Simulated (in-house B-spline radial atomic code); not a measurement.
**Pt⁺: ionisation energy by several methods**

The task here is to estimate one member of a computed series from the others.

Method: non-relativistic, several functionals, spin-polarised; spherical all-electron atom at the radial basis limit. Code: in-house B-spline radial atomic code version 1.

**Starting point**

| Item | Value |
| --- | --- |
| element | platinum (Z = 78) |
| charge | +1 |
| electrons | 77 |
| configuration | [Xe] 4f14 5d9 |
| nucleus | point |

Outer shells as boxes (Hund's rule):

[Xe] 4f14 5d9
```
[Xe] core
4f [↑↓][↑↓][↑↓][↑↓][↑↓][↑↓][↑↓]
5d [↑↓][↑↓][↑↓][↑↓][↑ ]
```

Where spins are not typed, each open shell is filled with up spins first.

Set-up of the first run:

The run's settings:

```ini
Z = 78
electrons = 77.0
configuration = [Xe] 4f14 5d9
hamiltonian = nr
method = b88,p86
spin_polarised = True
```

Steps of the session up to this table: BP86; BLYP; TPSS; OLYP; M06-L.

One of the session's tables, all rows but one given; the rest of the session is left out.

| method | ΔSCF (eV) |
| --- | --- |
| BP86 | 20.203 |
| BLYP | ? |
| OLYP | 20.005 |
| TPSS | 19.965 |
| M06-L | 19.610 |

Q: Estimate the row for BLYP from the others.

**Answer.** ΔSCF (eV): 20.002. In the column «ΔSCF (eV)» it lies between TPSS (19.965) and OLYP (20.005).

Limits of these values: These runs leave out relativity, which matters at this nuclear charge.
